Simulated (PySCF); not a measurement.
# [Y(H2CO)]3+: other functionals and bases at one geometry

One table from this session's results is given with a row withheld; the runs are named, their logs left out.

Program: PySCF 2.14.0. Level of theory: several levels, as the steps say, no spin–orbit coupling. These are calculated values, not measurements.

1 further run of the same task is left out (for a known fault of the program).

## Starting geometry

5 atoms, charge 3, spin multiplicity 1.

Bond lengths: Y1–O2 2.038 Å, O2–C3 1.270 Å, C3–H4 1.114 Å, C3–H5 1.114 Å. Angles: Y1–O2–C3 180.0°, O2–C3–H4 119.1°, O2–C3–H5 119.1°, H4–C3–H5 121.8°.

Geometry (Å):

```csv
atom,x (Å),y (Å),z (Å)
Y1,0.00000,0.00000,-0.48443
O2,0.00000,0.00000,1.55312
C3,0.00000,0.00000,2.82346
H4,0.97370,0.00000,3.36567
H5,-0.97370,0.00000,3.36567
```

Formal oxidation states: Y +3. An earlier session relaxed this geometry at PBE0, Y def2-SVP with ECP28, O def2-SVP, C def2-SVP, H def2-SVP (singlet, point group C2v).

At PBE0 on the finer grid: E = -151.286847 Eh, HOMO -25.60 eV, LUMO -19.97 eV, Mulliken charge on Y1 +2.37 e, largest force component 0.011 eV/Å. 

Levels to run: BP86; CAM-B3LYP; PBE0, TZVP. Hardware: 2 threads of Intel Xeon at 2.60GHz (Ice Lake), shared host.

Set-up of the first run:

Input file run.py (the lines that set the calculation):

```python
mol = gto.M(atom='''
Y      0.00000     0.00000    -0.48443
O      0.00000     0.00000     1.55312
C      0.00000     0.00000     2.82346
H      0.97370     0.00000     3.36567
H     -0.97370     0.00000     3.36567''',
    basis={'Y': 'def2-SVP', 'O': 'def2-SVP', 'C': 'def2-SVP', 'H': 'def2-SVP'},
    ecp={'Y': 'def2-SVP'},
    charge=3, spin=0)
mf = dft.RKS(mol, xc='B88,P86')
mf.grids.atom_grid = (75, 302)
mf = mf.density_fit()  # fitting sets: Y def2-universal-JKFIT, O def2-universal-JKFIT, C def2-universal-JKFIT, H def2-universal-JKFIT
mf.conv_tol = 1e-08; mf.max_cycle = 55
mf.kernel(dm0)  # dm0: the density of the relaxed state
```

On the command line:

```
$ OMP_NUM_THREADS=2 python run.py
```

Steps of the session up to this table: BP86; CAM-B3LYP; PBE0, TZVP.

One of the session's tables, all rows but one given; the rest of the session is left out.

```
              level  HOMO (eV)  gap (eV)  charge on Y1 (e)  dipole (D)  largest force component (eV/Å)
PBE0 (relaxed here)     -25.60      5.63              2.37        1.59                            0.01
               BP86     -24.40      3.26              2.30        2.06                            0.46
          CAM-B3LYP     -26.96      8.10              2.37        1.43                            0.17
         PBE0, TZVP          ?         ?                 ?           ?                               ?
```

Estimate the missing values for PBE0, TZVP.

**Answer.** HOMO (eV): -25.55; gap (eV): 5.61; charge on Y1 (e): 2.46; dipole (D): 1.65; largest force component (eV/Å): 0.32. In the column «HOMO (eV)» it lies between PBE0 (relaxed here) (-25.60) and BP86 (-24.40).

The dipole of a charged species depends on the origin, so these sizes hold for this origin alone.

In one basis the HOMO–LUMO gap runs from 3.26 eV (BP86) to 8.10 eV (CAM-B3LYP). The largest leftover force, 0.46 eV/Å with BP86, stands at a geometry relaxed at another level. Total energies of different levels can't be compared.
